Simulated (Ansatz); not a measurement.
# FH₂NSn: ionisation energy by level of theory

One table from this session's results is given with a row withheld; the runs are named, their logs left out.

Method: unrestricted cation, the program's frozen cores in correlated methods; program: Ansatz 0.2.0, Gaussian basis.

The runs, in order: UKS PBE-D4/def2-TZVPP; UKS r2SCAN-D4/def2-TZVPP; UKS PBE0-D4/def2-TZVPP; UKS B3LYP-D4/def2-TZVPP; UKS wB97X-V/def2-TZVPP; UKS wB97M-V/def2-TZVPP; UKS B2PLYP/def2-TZVPP; UHF-CCSD(T)/def2-TZVPP; UHF-MP2/def2-QZVPP; extrapolation to the limit; then −ε(HOMO) from the neutral's earlier runs with LDA (SPW92), PBE-D4, revPBE-D4, BLYP-D4, r2SCAN-D4, B97M-V, PBE0-D4, B3LYP-D4, r2SCANh-D4, r2SCAN0-D4, HSE06-D4, BHLYP-D4, CAM-B3LYP-D4, LC-ωPBE, ωB97X-V, ωB97M-V.

### Structure used throughout

All runs share one geometry, relaxed beforehand with PBE0-D4 in a triple-zeta def2 set. Sn takes the def2 core potential; no spin-orbit term is included.

SMILES `[NH2][Sn][F]`, 5 atoms, charge 0, spin multiplicity 1.

Atoms are counted from 1 here; the program's logs count them from 0.

Bond lengths: N1–Sn2 2.003 Å, N1–H4 1.008 Å, N1–H5 1.010 Å, Sn2–F3 1.951 Å. Angles: Sn2–N1–H4 126.2°, Sn2–N1–H5 121.8°, H4–N1–H5 112.0°, N1–Sn2–F3 92.0°.

Coordinates:

```xyz
5
charge 0, multiplicity 1
N    -0.3029    0.4955   -0.3933
Sn    0.3389   -0.0537    1.4232
F     0.9669   -1.7759    0.7543
H    -0.7468    1.3693   -0.6291
H    -0.2062   -0.1089   -1.1966
```

Set-up of the first run:

The input, in.yaml:

```yaml
crystal:
  periodic: [false, false, false]
  atoms:
    - {symbol: N, position_ang: [-0.302943, 0.495514, -0.393332]}
    - {symbol: Sn, position_ang: [0.338932, -0.053665, 1.423233]}
    - {symbol: F, position_ang: [0.966948, -1.775887, 0.754336]}
    - {symbol: H, position_ang: [-0.746802, 1.369304, -0.629108]}
    - {symbol: H, position_ang: [-0.206235, -0.108867, -1.196629]}
basis:
  gaussian: {orbitals: def2-TZVPP}
total_charge: 1
magnetization: {spin_polarized: true, initial_magnetization: 1}
hamiltonian: {xc: pbe, dispersion: d4}
```

Among the steps run: Cation, UKS PBE-D4/def2-TZVPP; Cation, UKS r2SCAN-D4/def2-TZVPP; Cation, UKS PBE0-D4/def2-TZVPP; Cation, UKS B3LYP-D4/def2-TZVPP; Cation, UKS wB97X-V/def2-TZVPP; Cation, UKS wB97M-V/def2-TZVPP; Cation, UKS B2PLYP (frozen core)/def2-TZVPP; Cation, UHF-CCSD(T)/def2-TZVPP; Cation, UHF-MP2/def2-QZVPP.

One of the session's tables, all rows but one given; the rest of the session is left out.

For comparison, −ε(HOMO) of the neutral from earlier runs:

| functional | −ε(HOMO) (eV) |
| --- | --- |
| LDA (SPW92) | 6.49 |
| PBE-D4 | 6.26 |
| revPBE-D4 | 6.18 |
| BLYP-D4 | 6.13 |
| r2SCAN-D4 | 6.56 |
| B97M-V | ? |
| PBE0-D4 | 7.59 |
| B3LYP-D4 | 7.34 |
| r2SCANh-D4 | 7.06 |
| r2SCAN0-D4 | 7.80 |
| HSE06-D4 | 7.18 |
| BHLYP-D4 | 8.72 |
| CAM-B3LYP-D4 | 8.99 |
| LC-ωPBE | 10.17 |
| ωB97X-V | 9.89 |
| ωB97M-V | 9.85 |

Q: Estimate the row for B97M-V from the others.

As computed: −ε(HOMO) (eV): 6.52. In the column «−ε(HOMO) (eV)» it lies between LDA (SPW92) (6.49) and r2SCAN-D4 (6.56).
